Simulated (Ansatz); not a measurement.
# Ga2S+ (doublet): wave-function methods side by side, cc-pVDZ

An exercise on one series of results from a longer session: the logs are not shown, and one member is left open.

Computed with Ansatz 0.2.0, Gaussian basis. Level: cc-pVDZ, core rule «outside noble gas», up to 33 orbitals frozen.

Plan: UHF; CCSD(T) on ROHF; CCSD(T) on UHF; BCCD(T) on ROHF; CISD; CCSDT(Q) on ROHF; CCSDT(Q) on UHF.

20 further runs of the same task are left out: 6 for a known fault of the program, 10 that didn't finish, 4 set aside as unsound or not needed.

### What is computed

The geometry is a PBE0/def2-TZVP stationary point (not a proven minimum) of the parent state, kept for this charge and spin. No spin-orbit coupling is included. The filled d shell of Ga may be among the frozen orbitals whatever the setting's name suggests; the logs give the count.

3 atoms, charge 1, spin multiplicity 2.

Atoms are counted from 1 here; the program's logs count them from 0.

Bond lengths: Ga1–S2 2.264 Å, S2–Ga3 2.264 Å. Angles: Ga1–S2–Ga3 180.0°.

The first run:

File in.yaml:

```yaml
crystal:
  periodic: [false, false, false]
  atoms:
    - {symbol: Ga, position_ang: [0.000000, 0.000000, 2.264000]}
    - {symbol: S, position_ang: [0.000000, 0.000000, 0.000000]}
    - {symbol: Ga, position_ang: [0.000000, 0.000000, -2.264000]}
basis:
  gaussian: {orbitals: cc-pVDZ}
total_charge: 1
magnetization: {spin_polarized: true, initial_magnetization: 1}
hamiltonian: {xc: hf}
output: {orbitals: {seedname: orbitals}}
```

Run with:

```
$ ansatz run in.yaml --threads 1 --pin off --events-out ev --progress --plain --max-ram 2393MiB
```

Among the steps run: UHF; CCSD(T) on ROHF; CCSD(T) on UHF; BCCD(T) on ROHF; CISD; CCSDT(Q) on ROHF; CCSDT(Q) on UHF.

One table of the session follows, with a row left open; its other results are not shown here.

It belongs to the step «Misses and costs». 

| method | from UCCSDT(Q) (meV) |
| --- | --- |
| ROHF | +6779.3 |
| UHF | +6468.8 |
| RMP2 | +1055.9 |
| UMP2 | ? |
| RCCSD | +352.6 |
| UCCSD | +335.2 |
| RCCSD(T) | +68.4 |
| UCCSD(T) | +66.9 |
| BCCD(T) | +67.8 |
| RCCSDT | +35.3 |
| UCCSDT | +29.0 |
| RCCSDT(Q) | +8.6 |
| UCCSDT(Q) | 0 |

Estimate the missing values for UMP2.

**Answer.** from UCCSDT(Q) (meV): +1157.0. In the column «from UCCSDT(Q) (meV)» it lies between RMP2 (+1055.9) and UHF (+6468.8).

Not comparable, so not listed: CISD (they don't share determinant, frozen orbitals or solution with the rows shown, or repeat one).

Limits of these values: Restricted and unrestricted rows rest on different reference determinants; where their highest levels disagree by more than a few hundredths of an eV, they describe different states and don't form one ladder.
